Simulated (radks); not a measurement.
**Spin polarisation of the 4f shell in Nd**

The task here is to estimate one member of a computed series from the others.

Program: radks (a radial shooting solver on a logarithmic mesh, Libxc functionals) version 1. Level of theory: non-relativistic Kohn-Sham, PBE, spin-polarised, spherical densities, point nucleus. These are calculated values, not measurements, unless marked.

## What is computed

```
element       : neodymium (Z = 60)
charge        : 0
electrons     : 60
configuration : [Xe] 4f(up 2, down 2) 6s2
```

A shell typed twice in an input gives spin up, then spin down.

Set-up of the first run:

The run's settings:

```text
Z 60
configuration [Xe] 4f2 4f2 6s2
relativity non-relativistic
functional pbe,pbe
spin polarised
nucleus point
```

Among the steps run: No moment.

One of the session's tables, all rows but one given; the rest of the session is left out.

It belongs to the step «No moment». Radial moments (bohr):

| level | <r> | outermost maximum (interpolated) | 90 % within | nodes |
| --- | --- | --- | --- | --- |
| 3d | 0.2425 | 0.197 | 0.378 | 0 |
| 4s | ? | ? | ? | ? |
| 4p | 0.6579 | 0.603 | 0.956 | 2 |
| 4d | 0.7060 | 0.618 | 1.06 | 1 |
| 5s | 1.558 | 1.40 | 2.24 | 4 |
| 5p | 1.765 | 1.53 | 2.59 | 3 |
| 4f | 1.033 | 0.647 | 1.80 | 0 |
| 6s | 4.671 | 4.03 | 6.86 | 5 |

Q: Estimate the row for 4s from the others.

As computed: <r>: 0.6397; outermost maximum (interpolated): 0.595; 90 % within: 0.918; nodes: 3. In the column «<r>» it lies between 3d (0.2425) and 4p (0.6579).
